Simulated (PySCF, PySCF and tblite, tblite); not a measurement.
**C8H9N: a path driven as rotation about a bond, and NMR exchange**

How fast is rotation about a bond in C8H9N (`NC1=C[C@@H]2C=C[C@@H]3[C@H]1[C@H]23`), and when do the exchanging lines merge?

Programs: PySCF 2.14.0 with density-fitted response routines of our own, and tblite 0.8.0. All values are computed, except where a source is named. Atoms count from 0 throughout.

### Step 1. The molecule as given

18 atoms, charge 0, multiplicity 1; geometry from: force field or distance geometry start.

Bonds of the start (Å): C1–C2 1.33, C1–C7 1.48, C2–C3 1.53, C2–H11 1.08, C3–C4 1.54, C3–C8 1.54, C3–H12 1.08, C4–C5 1.35, C4–H13 1.07, C5–C6 1.49, C5–H14 1.08, C6–C7 1.54, C6–C8 1.49, C6–H15 1.08, C7–C8 1.50, C7–H16 1.08, C8–H17 1.08, N0–C1 1.38, N0–H10 1.01, N0–H9 1.00.

### Step 2. GFN2-xTB relaxation, start minimum

Job settings and geometry (Å):

```
{"job": {"xc": "GFN2-xTB", "basis": "xTB", "kind": "relax"}, "charge": 0, "multiplicity": 1}
N      2.495500     0.593100     0.667600
C      1.217400     0.478700     0.159900
C      0.270200     1.416400     0.181300
C     -1.011100     0.851700    -0.428300
C     -1.835200     0.235800     0.710900
C     -1.492200    -1.059700     0.842300
C     -0.506600    -1.530100    -0.166400
C      0.807600    -0.786400    -0.490400
C     -0.486200    -0.403900    -1.143300
H      3.168800     0.021900     0.191600
H      2.782700     1.557000     0.788300
H      0.333800     2.399600     0.615600
H     -1.562400     1.521500    -1.068900
H     -2.513900     0.783500     1.330600
H     -1.889500    -1.706600     1.609600
H     -0.643600    -2.538900    -0.524000
H      1.542500    -1.296200    -1.096000
H     -0.686500    -0.531100    -2.191800
```

Run with:

```console
OMP_NUM_THREADS=1 python ens_run.py task.json out
```

The driver reads the study from task.json and runs its stages one after another.

Output:

```text
step      E/eV     max force
  0    -668.39220    1.561
  1    -668.47543    0.892
  2    -668.53369    0.689
  3    -668.59082    0.465
  4    -668.61213    0.353
  5    -668.63113    0.328
  6    -668.64425    0.346
  7    -668.65563    0.307
  8    -668.66728    0.260
  9    -668.67825    0.235
 10    -668.68610    0.182
 11    -668.69149    0.186
 12    -668.69646    0.209
 13    -668.70285    0.231
 14    -668.71073    0.251
 15    -668.71874    0.209
 16    -668.72574    0.188
 17    -668.73165    0.151
 18    -668.73652    0.187
 19    -668.74008    0.135
 20    -668.74243    0.105
 21    -668.74423    0.099
 22    -668.74594    0.097
 23    -668.74757    0.098
 24    -668.74905    0.087
 25    -668.75043    0.077
 26    -668.75178    0.076
 27    -668.75303    0.087
 28    -668.75415    0.078
 29    -668.75523    0.086
 30    -668.75626    0.099
 31    -668.75699    0.067
 32    -668.75731    0.033
 33    -668.75743    0.025
 34    -668.75752    0.023
 35    -668.75763    0.027
 36    -668.75772    0.022
 37    -668.75778    0.015
 38    -668.75780    0.014
 39    -668.75782    0.012
 40    -668.75784    0.012
 41    -668.75786    0.010
 42    -668.75787    0.011
 43    -668.75789    0.013
 44    -668.75791    0.012
 45    -668.75793    0.009
 46    -668.75794    0.008
 47    -668.75794    0.007
 48    -668.75795    0.005
 49    -668.75795    0.004
 50    -668.75795    0.004
 51    -668.75796    0.003
 52    -668.75796    0.002
```

It took 0.31 s on 1 thread of Intel Xeon Platinum 8488C, shared host.

The energy fell by 0.366 eV, and the atoms moved 0.18 Å (root mean square).

### Step 3. Relaxed scan, rotation

Job settings and geometry (Å):

```
{"job": {"xc": "GFN2-xTB", "basis": "xTB", "coordinate": [["t", [2, 1, 0, 9], 0.25], ["t", [2, 1, 0, 10], 0.25], ["t", [7, 1, 0, 9], 0.25], ["t", [7, 1, 0, 10], 0.25]], "kind": "drive"}, "charge": 0, "multiplicity": 1}
N      2.378682     0.509956     0.781048
C      1.164301     0.465766     0.118425
C      0.194000     1.393799     0.097611
C     -1.056457     0.833267    -0.542065
C     -1.697383     0.271905     0.702951
C     -1.335969    -0.997055     0.892279
C     -0.543052    -1.481772    -0.240310
C      0.751347    -0.725586    -0.639915
C     -0.561526    -0.408030    -1.288489
H      3.121896    -0.016464     0.346502
H      2.664179     1.432777     1.071341
H      0.204668     2.339583     0.608934
H     -1.653842     1.540635    -1.113546
H     -2.244565     0.893296     1.389742
H     -1.568416    -1.610816     1.744397
H     -0.554321    -2.533630    -0.487454
H      1.509442    -1.327732    -1.122366
H     -0.781743    -0.573581    -2.330743
```

Output:

```text
point  coordinate     E/eV
  0     21.800     -668.73801
  1     36.500     -668.68149
  2     51.400     -668.60136
  3     66.500     -668.52139
  4     81.900     -668.46922
  5     97.300     -668.46598
  6    112.700     -668.51296
  7    127.800     -668.58725
  8    142.800     -668.66614
  9    157.500     -668.72319
 10    172.200     -668.75169
 11    186.900     -668.74238
```

It took 1.7 s on 1 thread of Intel Xeon Platinum 8488C, shared host.

The highest point is number 5, 6.3 kcal/mol above the first.

### Step 4. Nudged elastic band, leg 1

The job, as its differences from that of step 3:

```diff
@@ -1,2 +1,2 @@
-{"job": {"xc": "GFN2-xTB", "basis": "xTB", "coordinate": [["t", [2, 1, 0, 9], 0.25], ["t", [2, 1, 0, 10], 0.25], ["t", [7, 1, 0, 9], 0.25], ["t", [7, 1, 0, 10], 0.25]], "kind": "drive"}, "charge": 0, "multiplicity": 1}
+{"job": {"xc": "GFN2-xTB", "basis": "xTB", "kind": "neb"}, "charge": 0, "multiplicity": 1}
 N      2.378682     0.509956     0.781048
```

Output:

```text
image   E - E0 / eV
  0       0.0000
  1       0.0755
  2       0.2327
  3       0.2971
  4       0.1999
  5       0.0613
  6       0.0046
```

Wall time 1.2 s (1 thread of Intel Xeon Platinum 8488C, shared host).

The highest point is number 3, 6.9 kcal/mol above the first.

### Step 5. Saddle search, leg 1

Job settings and geometry (Å):

```
{"job": {"xc": "GFN2-xTB", "basis": "xTB", "kind": "saddle"}, "charge": 0, "multiplicity": 1}
N      2.522336     0.433857     0.574608
C      1.200727     0.396484     0.050670
C      0.259624     1.348211     0.031347
C     -1.017538     0.818410    -0.576553
C     -1.658063     0.327653     0.700382
C     -1.349895    -0.950795     0.920492
C     -0.595237    -1.502922    -0.204350
C      0.726311    -0.811273    -0.643196
C     -0.581592    -0.465866    -1.287651
H      3.035893     1.222005     0.191489
H      2.510016     0.540838     1.584239
H      0.316439     2.324307     0.483849
H     -1.595473     1.529631    -1.161482
H     -2.168824     0.992762     1.374782
H     -1.603238    -1.528841     1.792053
H     -0.649007    -2.561065    -0.415932
H      1.462048    -1.460534    -1.091515
H     -0.814525    -0.652861    -2.323231
```

Output:

```text
step      E/eV     max force
  0    -668.46083   0.0448
  1    -668.46206   0.0911
  2    -668.46175   0.0227
  3    -668.46221   0.0265
  4    -668.46223   0.0066
  5    -668.46223   0.0014
lowest wavenumbers (cm-1): -344.9 165.5 273.3 333.8 371.5 472.6
```

Run time: 2.1 s. Hardware: 1 thread of Intel Xeon Platinum 8488C, shared host.

Point group C1; 1 imaginary mode, 345i cm⁻¹, carried by H9, H10. Steps downhill from it reached both ends.

### Step 6. Saddle search, other pyramid

Job settings and geometry (Å):

```
{"job": {"xc": "GFN2-xTB", "basis": "xTB", "kind": "saddle"}, "charge": 0, "multiplicity": 1}
N      2.505957     0.419926     0.604724
C      1.200818     0.393597     0.038733
C      0.257320     1.343762     0.026365
C     -1.019707     0.819532    -0.585196
C     -1.647838     0.331885     0.698621
C     -1.328597    -0.943260     0.924311
C     -0.584468    -1.499188    -0.205288
C      0.729160    -0.806290    -0.667568
C     -0.588076    -0.466474    -1.294371
H      2.613959    -0.322361     1.289011
H      3.208866     0.272349    -0.113694
H      0.311133     2.309957     0.499166
H     -1.599023     1.532842    -1.166813
H     -2.157217     0.997948     1.372682
H     -1.567900    -1.516089     1.802913
H     -0.637521    -2.558591    -0.408135
H      1.460250    -1.451774    -1.129280
H     -0.844803    -0.663917    -2.322333
```

Output:

```text
step      E/eV     max force
  0    -668.44778   0.4887
  1    -668.47500   0.0701
  2    -668.47543   0.0504
  3    -668.47547   0.0067
  4    -668.47548   0.0057
  5    -668.47547   0.0014
lowest wavenumbers (cm-1): -263.1 165.8 272.6 329.8 372.9 474.1
```

It took 2.2 s on 1 thread of Intel Xeon Platinum 8488C, shared host.

Point group C1; 1 imaginary mode, 263i cm⁻¹, carried by H10, H9. Steps downhill from it reached both ends.

### Step 7. Shieldings, start: PBE0/pcSseg-1

Job settings and geometry (Å):

```
{"job": {"kind": "nmr", "xc": "PBE0", "basis": "pcSseg-1", "pop": false}, "charge": 0, "multiplicity": 1}
N      2.378682     0.509956     0.781048
C      1.164301     0.465766     0.118425
C      0.194000     1.393799     0.097611
C     -1.056457     0.833267    -0.542065
C     -1.697383     0.271905     0.702951
C     -1.335969    -0.997055     0.892279
C     -0.543052    -1.481772    -0.240310
C      0.751347    -0.725586    -0.639915
C     -0.561526    -0.408030    -1.288489
H      3.121896    -0.016464     0.346502
H      2.664179     1.432777     1.071341
H      0.204668     2.339583     0.608934
H     -1.653842     1.540635    -1.113546
H     -2.244565     0.893296     1.389742
H     -1.568416    -1.610816     1.744397
H     -0.554321    -2.533630    -0.487454
H      1.509442    -1.327732    -1.122366
H     -0.781743    -0.573581    -2.330743
```

Output:

```text
coarse grid: 15336 points
cycle   1  E = -364.3558301407  dE =  1.896e+00  |g| = 4.621e-01  |ddm| = 4.096e+00
cycle   2  E = -364.3429786914  dE =  1.285e-02  |g| = 5.351e-01  |ddm| = 1.179e+00
cycle   3  E = -364.4127739784  dE = -6.980e-02  |g| = 7.956e-02  |ddm| = 6.961e-01
cycle   4  E = -364.4136069234  dE = -8.329e-04  |g| = 5.128e-02  |ddm| = 1.226e-01
cycle   5  E = -364.4142257677  dE = -6.188e-04  |g| = 1.174e-02  |ddm| = 5.834e-02
cycle   6  E = -364.4142549990  dE = -2.923e-05  |g| = 4.691e-03  |ddm| = 1.573e-02
cycle   7  E = -364.4142603797  dE = -5.381e-06  |g| = 8.321e-04  |ddm| = 5.188e-03
final grid: 149008 points
cycle   8  E = -364.4656013532  dE = -5.339e-05  |g| = 8.971e-03  |ddm| = 5.983e-02
cycle   9  E = -364.4655916983  dE =  9.655e-06  |g| = 1.124e-02  |ddm| = 2.467e-02
cycle  10  E = -364.4656216043  dE = -2.991e-05  |g| = 8.118e-04  |ddm| = 1.346e-02
cycle  11  E = -364.4656217172  dE = -1.129e-07  |g| = 4.246e-04  |ddm| = 1.066e-03
cycle  12  E = -364.4656217599  dE = -4.266e-08  |g| = 1.023e-04  |ddm| = 4.526e-04
cycle  13  E = -364.4656217619  dE = -1.964e-09  |g| = 5.391e-05  |ddm| = 1.513e-04
cycle  14  E = -364.4656217626  dE = -7.192e-10  |g| = 1.041e-05  |ddm| = 6.047e-05
converged SCF energy = -364.4656217626

GIAO shielding tensors (ppm)
atom      isotropic    diamagn.    paramagn.     s11        s22        s33       span
  0 N      195.047     314.691    -119.645    144.604    184.584    255.951    111.347
  1 C       43.975     248.607    -204.633    -43.231     45.794    129.361    172.592
  2 C       84.126     251.355    -167.229     21.469     76.287    154.621    133.151
  3 C      133.041     245.924    -112.883    117.097    133.388    148.639     31.542
  4 C       46.786     253.017    -206.231    -51.025     37.373    154.012    205.037
  5 C       67.047     247.818    -180.771    -21.312     69.671    152.781    174.093
  6 C      143.488     249.527    -106.040    102.111    146.332    182.021     79.910
  7 C      142.298     247.793    -105.495    104.985    134.794    187.115     82.130
  8 C      138.947     248.080    -109.133     91.770    132.641    192.429    100.659
  9 H       28.823      30.109      -1.286     22.059     27.238     37.173     15.113
 10 H       28.767      29.894      -1.126     21.677     26.907     37.719     16.042
 11 H       27.204      32.254      -5.050     23.618     27.574     30.420      6.801
 12 H       28.791      31.595      -2.804     24.477     25.164     36.733     12.256
 13 H       25.781      30.841      -5.060     22.991     26.007     28.343      5.352
 14 H       26.521      29.738      -3.217     23.695     26.280     29.588      5.893
 15 H       28.991      31.111      -2.120     22.754     26.731     37.487     14.733
 16 H       29.459      31.612      -2.153     23.241     28.052     37.085     13.843
 17 H       28.995      32.197      -3.203     23.256     25.994     37.735     14.479
```

Run time: 31 s. Hardware: 1 thread of Intel Xeon Platinum 8488C, shared host; peak memory 0.88 GiB.

In short: HOMO -5.36 eV, LUMO 0.61 eV; dipole 1.75 D.

### Step 8. Shieldings: PBE0/pcSseg-1

Job settings and geometry (Å):

```
{"job": {"kind": "nmr", "xc": "PBE0", "basis": "pcSseg-1", "pop": false}, "charge": 0, "multiplicity": 1}
N      2.490832     0.468479     0.629362
C      1.208564     0.361037     0.032235
C      0.279490     1.321717     0.022095
C     -1.007063     0.815337    -0.583633
C     -1.635657     0.332560     0.701788
C     -1.337304    -0.948096     0.922105
C     -0.606122    -1.512464    -0.213374
C      0.715359    -0.838014    -0.676052
C     -0.598255    -0.475132    -1.298184
H      2.629758    -0.287923     1.293853
H      3.220058     0.388017    -0.074265
H      0.361978     2.281793     0.496312
H     -1.580554     1.536460    -1.160764
H     -2.130758     1.003855     1.380570
H     -1.582850    -1.520851     1.799036
H     -0.680283    -2.570170    -0.422052
H      1.425222    -1.497024    -1.158854
H     -0.860099    -0.665727    -2.326328
```

Output:

```text
coarse grid: 15336 points
cycle   1  E = -364.3493421574  dE =  1.858e+00  |g| = 4.604e-01  |ddm| = 4.064e+00
cycle   2  E = -364.3404881576  dE =  8.854e-03  |g| = 5.200e-01  |ddm| = 1.159e+00
cycle   3  E = -364.4044461511  dE = -6.396e-02  |g| = 6.514e-02  |ddm| = 6.478e-01
cycle   4  E = -364.4049055231  dE = -4.594e-04  |g| = 4.630e-02  |ddm| = 1.040e-01
cycle   5  E = -364.4054170270  dE = -5.115e-04  |g| = 1.094e-02  |ddm| = 5.242e-02
cycle   6  E = -364.4054432358  dE = -2.621e-05  |g| = 3.941e-03  |ddm| = 1.462e-02
cycle   7  E = -364.4054469796  dE = -3.744e-06  |g| = 8.712e-04  |ddm| = 4.288e-03
final grid: 149008 points
cycle   8  E = -364.4563732883  dE = -5.001e-05  |g| = 8.755e-03  |ddm| = 5.502e-02
cycle   9  E = -364.4563637915  dE =  9.497e-06  |g| = 1.100e-02  |ddm| = 2.462e-02
cycle  10  E = -364.4563928172  dE = -2.903e-05  |g| = 8.853e-04  |ddm| = 1.360e-02
cycle  11  E = -364.4563929553  dE = -1.381e-07  |g| = 4.549e-04  |ddm| = 1.139e-03
cycle  12  E = -364.4563930055  dE = -5.026e-08  |g| = 1.061e-04  |ddm| = 4.979e-04
cycle  13  E = -364.4563930077  dE = -2.144e-09  |g| = 5.351e-05  |ddm| = 1.483e-04
cycle  14  E = -364.4563930084  dE = -6.918e-10  |g| = 9.612e-06  |ddm| = 5.771e-05
converged SCF energy = -364.4563930084

GIAO shielding tensors (ppm)
atom      isotropic    diamagn.    paramagn.     s11        s22        s33       span
  0 N      222.292     313.087     -90.795    168.845    244.894    253.136     84.291
  1 C       44.811     248.756    -203.946    -39.917     53.924    120.425    160.343
  2 C       53.401     249.701    -196.299    -32.467     45.098    147.573    180.040
  3 C      133.361     246.685    -113.324    118.911    134.683    146.490     27.579
  4 C       48.069     252.876    -204.807    -47.004     37.184    154.026    201.030
  5 C       62.770     248.096    -185.326    -26.819     61.344    153.785    180.604
  6 C      142.982     250.367    -107.385    100.985    146.662    181.299     80.314
  7 C      139.484     248.792    -109.308    102.292    131.039    185.122     82.830
  8 C      136.809     248.869    -112.060     91.218    129.008    190.200     98.982
  9 H       30.787      30.097       0.690     23.780     28.811     39.769     15.989
 10 H       29.945      29.192       0.753     23.436     26.796     39.603     16.167
 11 H       25.982      31.341      -5.360     22.890     25.784     29.272      6.381
 12 H       28.862      31.648      -2.786     24.324     25.400     36.862     12.538
 13 H       25.724      30.778      -5.054     22.710     25.950     28.513      5.804
 14 H       26.430      29.905      -3.475     23.641     26.230     29.418      5.777
 15 H       28.859      31.315      -2.456     22.669     26.709     37.200     14.530
 16 H       29.320      32.237      -2.916     23.409     27.845     36.706     13.297
 17 H       28.874      32.413      -3.539     23.163     26.061     37.397     14.234
```

Run time: 30 s. Hardware: 1 thread of Intel Xeon Platinum 8488C, shared host; peak memory 0.9 GiB.

Key values: HOMO -6.25 eV, LUMO 0.20 eV; dipole 1.52 D.

### Step 9. Shieldings, end: PBE0/pcSseg-1

Job settings and geometry (Å):

```
{"job": {"kind": "nmr", "xc": "PBE0", "basis": "pcSseg-1", "pop": false}, "charge": 0, "multiplicity": 1}
N      2.479762     0.607014     0.486948
C      1.187719     0.470369     0.005998
C      0.232457     1.409301    -0.081427
C     -1.040520     0.813437    -0.639954
C     -1.662754     0.390399     0.668409
C     -1.319078    -0.860658     0.975214
C     -0.559772    -1.470299    -0.120143
C      0.736850    -0.782148    -0.621938
C     -0.585522    -0.505132    -1.269459
H      2.610681     1.382705     1.118796
H      2.899872    -0.247738     0.818512
H      0.273317     2.403396     0.325728
H     -1.638704     1.472350    -1.265581
H     -2.184466     1.086446     1.301689
H     -1.544118    -1.382953     1.888650
H     -0.596872    -2.541149    -0.261455
H      1.475760    -1.438303    -1.059916
H     -0.833920    -0.769621    -2.284118
```

Output:

```text
coarse grid: 15336 points
cycle   1  E = -364.3553555540  dE =  1.894e+00  |g| = 4.613e-01  |ddm| = 4.096e+00
cycle   2  E = -364.3435174849  dE =  1.184e-02  |g| = 5.291e-01  |ddm| = 1.159e+00
cycle   3  E = -364.4116942767  dE = -6.818e-02  |g| = 8.609e-02  |ddm| = 6.865e-01
cycle   4  E = -364.4127793489  dE = -1.085e-03  |g| = 5.208e-02  |ddm| = 1.287e-01
cycle   5  E = -364.4134219733  dE = -6.426e-04  |g| = 1.173e-02  |ddm| = 5.927e-02
cycle   6  E = -364.4134512053  dE = -2.923e-05  |g| = 4.460e-03  |ddm| = 1.613e-02
cycle   7  E = -364.4134559937  dE = -4.788e-06  |g| = 8.852e-04  |ddm| = 4.913e-03
final grid: 149008 points
cycle   8  E = -364.4646415866  dE = -4.931e-05  |g| = 9.106e-03  |ddm| = 5.485e-02
cycle   9  E = -364.4646317499  dE =  9.837e-06  |g| = 1.136e-02  |ddm| = 2.488e-02
cycle  10  E = -364.4646623274  dE = -3.058e-05  |g| = 8.876e-04  |ddm| = 1.374e-02
cycle  11  E = -364.4646624746  dE = -1.472e-07  |g| = 4.144e-04  |ddm| = 1.123e-03
cycle  12  E = -364.4646625155  dE = -4.090e-08  |g| = 1.053e-04  |ddm| = 4.514e-04
cycle  13  E = -364.4646625176  dE = -2.161e-09  |g| = 5.177e-05  |ddm| = 1.481e-04
cycle  14  E = -364.4646625183  dE = -6.526e-10  |g| = 1.054e-05  |ddm| = 5.800e-05
converged SCF energy = -364.4646625183

GIAO shielding tensors (ppm)
atom      isotropic    diamagn.    paramagn.     s11        s22        s33       span
  0 N      197.746     314.968    -117.222    150.095    189.950    253.194    103.099
  1 C       43.169     249.158    -205.989    -45.594     45.741    129.359    174.952
  2 C       83.012     251.345    -168.333     16.697     80.499    151.839    135.143
  3 C      133.065     246.143    -113.078    116.649    133.977    148.567     31.918
  4 C       44.648     253.126    -208.478    -55.279     36.651    152.572    207.851
  5 C       68.360     248.201    -179.841    -18.615     70.631    153.065    171.680
  6 C      144.002     249.645    -105.643    103.045    145.862    183.099     80.055
  7 C      143.813     247.574    -103.761    105.113    141.082    185.244     80.131
  8 C      137.774     248.159    -110.385     89.759    131.934    191.629    101.870
  9 H       28.855      30.253      -1.397     21.937     26.912     37.718     15.781
 10 H       29.033      30.744      -1.712     22.143     27.612     37.343     15.200
 11 H       27.103      32.375      -5.272     23.431     27.482     30.396      6.964
 12 H       28.804      31.647      -2.843     24.382     25.275     36.756     12.375
 13 H       25.687      31.043      -5.357     23.166     25.775     28.119      4.954
 14 H       26.694      30.099      -3.405     23.871     26.416     29.794      5.922
 15 H       29.018      31.243      -2.225     22.870     26.670     37.514     14.643
 16 H       29.306      31.404      -2.098     23.305     27.769     36.846     13.540
 17 H       28.838      32.193      -3.355     23.132     25.929     37.454     14.322
```

It took 33 s on 1 thread of Intel Xeon Platinum 8488C, shared host; peak memory 0.9 GiB.

This run: HOMO -5.34 eV, LUMO 0.56 eV; dipole 1.48 D.

### Step 10. Single-point energy, saddle of leg 1: PBE0/pcSseg-1

Job settings and geometry (Å):

```
{"job": {"kind": "sp", "xc": "PBE0", "basis": "pcSseg-1", "pop": false}, "charge": 0, "multiplicity": 1}
N      2.505957     0.419926     0.604724
C      1.200818     0.393597     0.038733
C      0.257320     1.343762     0.026365
C     -1.019707     0.819532    -0.585196
C     -1.647838     0.331885     0.698621
C     -1.328597    -0.943260     0.924311
C     -0.584468    -1.499188    -0.205288
C      0.729160    -0.806290    -0.667568
C     -0.588076    -0.466474    -1.294371
H      3.053886     1.175446     0.204891
H      2.456627     0.580688     1.606577
H      0.311133     2.309957     0.499166
H     -1.599023     1.532842    -1.166813
H     -2.157217     0.997948     1.372682
H     -1.567900    -1.516089     1.802913
H     -0.637521    -2.558591    -0.408135
H      1.460250    -1.451774    -1.129280
H     -0.844803    -0.663917    -2.322333
```

Output:

```text
coarse grid: 15336 points
cycle   1  E = -364.3498638925  dE =  1.857e+00  |g| = 4.519e-01  |ddm| = 4.067e+00
cycle   2  E = -364.3448370958  dE =  5.027e-03  |g| = 4.981e-01  |ddm| = 1.111e+00
cycle   3  E = -364.4036522078  dE = -5.882e-02  |g| = 4.968e-02  |ddm| = 6.179e-01
cycle   4  E = -364.4040535418  dE = -4.013e-04  |g| = 2.232e-02  |ddm| = 8.307e-02
cycle   5  E = -364.4041500849  dE = -9.654e-05  |g| = 9.661e-03  |ddm| = 3.160e-02
cycle   6  E = -364.4041724036  dE = -2.232e-05  |g| = 2.088e-03  |ddm| = 1.195e-02
cycle   7  E = -364.4041733777  dE = -9.742e-07  |g| = 5.379e-04  |ddm| = 2.332e-03
final grid: 149008 points
cycle   8  E = -364.4550704042  dE = -5.292e-05  |g| = 8.325e-03  |ddm| = 5.693e-02
cycle   9  E = -364.4550635401  dE =  6.864e-06  |g| = 1.015e-02  |ddm| = 2.306e-02
cycle  10  E = -364.4550881953  dE = -2.466e-05  |g| = 5.608e-04  |ddm| = 1.262e-02
cycle  11  E = -364.4550882487  dE = -5.342e-08  |g| = 2.587e-04  |ddm| = 8.617e-04
cycle  12  E = -364.4550882632  dE = -1.454e-08  |g| = 6.618e-05  |ddm| = 3.014e-04
cycle  13  E = -364.4550882640  dE = -7.890e-10  |g| = 3.297e-05  |ddm| = 1.017e-04
cycle  14  E = -364.4550882643  dE = -2.677e-10  |g| = 7.103e-06  |ddm| = 3.609e-05
converged SCF energy = -364.4550882643
```

Run time: 16 s. Hardware: 1 thread of Intel Xeon Platinum 8488C, shared host; peak memory 0.69 GiB.

This run: HOMO -6.31 eV, LUMO 0.18 eV; dipole 1.09 D.

[end of part 1 of 2]
